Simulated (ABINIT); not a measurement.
Ba3Sm:

```
CELL_PARAMETERS angstrom
5.96571 0.00000 0.00000
0.00000 5.96571 0.00000
0.00000 0.00000 5.96571
ATOMIC_POSITIONS crystal
Sm 0.00000 0.00000 0.00000
Ba 0.50000 0.50000 0.00000
Ba 0.50000 0.00000 0.50000
Ba 0.00000 0.50000 0.50000
```

The cell comes from a database or a generator and needn't be the stable form of this composition.

Base run:

| Quantity | Value |
| --- | --- |
| Program | ABINIT 10.8.3 (patched build) |
| Functional | PBE |
| Potentials or basis | JTH PAW PBE v2.0 |
| Cutoff | 544 eV |
| k mesh | 5 × 5 × 5 |
| Occupations | fermi-dirac, width 0.05 eV |
| Spin | collinear spin, ferromagnetic start |
| Starting moments | [5.0, 0.0, 0.0, 0.0] μB |

Its results: band gap on the k mesh none (metal or under the smearing width); pressure 0.3 GPa; net moment 0.48 μB per cell; site moments Sm +0.29; Ba +0.01 μB.

Q: The run is repeated on the same cell with these changes: moments at the start from [5.0, 0.0, 0.0, 0.0] to [7.0, 0.0, 0.0, 0.0]. What comes out?

A: Band gap on the k mesh none (metal or under the smearing width); pressure 0.5 GPa; net moment 0.21 μB per cell; site moments Sm +0.35; Ba -0.01 μB.

Caveats: this set's barium file shifts pressures by 1.5 GPa and gaps by 0.1 eV against other sets; the magnetic or orbital state may not be the lowest; spin-orbit coupling is left out, which moves the levels of the heavy elements; without U or exact exchange the open f shell lies at the Fermi level, which spoils levels, moments and volumes; the moment fell far below its start of 5 μB, so a state of higher moment may lie lower in energy (some runs); the moment fell far below its start of 7 μB, so a state of higher moment may lie lower in energy (some runs).
